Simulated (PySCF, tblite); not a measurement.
# C₈H₁₆N₂: geometry, infrared bands and NMR shifts

Wanted: the infrared bands and NMR shifts of C₈H₁₆N₂ (`CC/C=N\N=C(\C)C(C)C`), by calculation.

Computed with tblite 0.8.0 and PySCF 2.14.0, with density-fitted response routines of our own, on a single molecule in the gas phase. Atoms count from 0, in the outputs and in this text.

### 1 The starting structure

26 atoms, charge 0, multiplicity 1; geometry from: force field or distance geometry start.

Bonds of the start (Å): C0–C1 1.55, C1–C2 1.47, C2–N3 1.28, N3–N4 1.39, N4–C5 1.29, C5–C6 1.50, C5–C7 1.49, C7–C8 1.52, C7–C9 1.51, C0–H10 1.12, C0–H11 1.09, C0–H12 1.11, C1–H13 1.10, C1–H14 1.11, C2–H15 1.09, C6–H16 1.11, C6–H17 1.11, C6–H18 1.12, C7–H19 1.11, C8–H20 1.10, C8–H21 1.11, C8–H22 1.14, C9–H23 1.09, C9–H24 1.10, C9–H25 1.11.

### 2 Optimising the geometry with GFN2-xTB

The job: settings as JSON, then the geometry in Å.

```
{"job": {"kind": "relax", "xc": "GFN2-xTB", "basis": "xTB"}, "charge": 0, "multiplicity": 1}
C      3.774000     0.627400    -0.421100
C      2.237600     0.594600    -0.240300
C      1.829100    -0.666100    -0.876500
N      0.725600    -0.854500    -1.497000
N     -0.209500     0.172500    -1.576300
C     -1.129800     0.225600    -0.678200
C     -2.134000     1.335200    -0.767800
C     -1.219700    -0.742800     0.446900
C     -2.543500    -1.493000     0.429600
C     -1.044700    -0.056700     1.785500
H      4.081700    -0.449400    -0.454500
H      3.964500     1.058600    -1.406200
H      4.259200     1.179500     0.413100
H      1.860900     1.504900    -0.725800
H      2.099000     0.630400     0.864700
H      2.522100    -1.500400    -0.816000
H     -3.088400     1.066500    -0.263500
H     -2.408900     1.500100    -1.830900
H     -1.694900     2.283900    -0.360700
H     -0.430500    -1.517000     0.369400
H     -3.338900    -0.987500    -0.137700
H     -2.338500    -2.499000    -0.002800
H     -2.868100    -1.688400     1.501300
H      0.021300     0.096800     1.952300
H     -1.393200    -0.730400     2.585100
H     -1.553400     0.931800     1.780500
```

Launch:

```
> OMP_NUM_THREADS=1 python probes_run.py task.json out
```

This one command runs all jobs of the session in turn.

**Question.** This job is followed by: GFN2-xTB harmonic vibrations, gas phase; GIAO PBE0/pcSseg-1 NMR shielding, non-relativistic, gas phase. Predict these results of the whole session: strongest single infrared mode (GFN2-xTB); zero-point energy (GFN2-xTB); 13C shifts against TMS (PBE0/pcSseg-1, means over atoms taken as alike); 1H shifts against TMS (PBE0/pcSseg-1, means over atoms taken as alike); 15N shifts against NH3 (PBE0/pcSseg-1).

The runs gave:

```
                                                               quantity                                           value
                              strongest single infrared mode (GFN2-xTB)                            1120 cm⁻¹, 93 km/mol
                                           zero-point energy (GFN2-xTB)                                  142.6 kcal/mol
13C shifts against TMS (PBE0/pcSseg-1, means over atoms taken as alike)  143.0, 135.4, 31.1, 25.2, 21.3, 19.2, 13.4 ppm
 1H shifts against TMS (PBE0/pcSseg-1, means over atoms taken as alike)          6.24, 2.34, 1.94, 1.91, 1.14, 1.04 ppm
                                 15N shifts against NH3 (PBE0/pcSseg-1)                                393.5, 377.8 ppm
```

**Reading.** The optimisation took 126 steps and gained 0.992 eV; among the close pairs (by a distance rule), N3–N4 changed most, from 1.391 to 1.298 Å. The lowest mode is imaginary (29i cm⁻¹), so the xTB geometry is not a minimum. The strongest single mode, at 1120 cm⁻¹, is spread over many atoms; the largest shares are those of N4, C5. Unscaled tight-binding wavenumbers are off by several per cent, some by more. Its intensities can rank the bands wrongly. At PBE0/pcSseg-1: The widest tensor belongs to N3: span 502 ppm, with a paramagnetic part of -456 ppm.
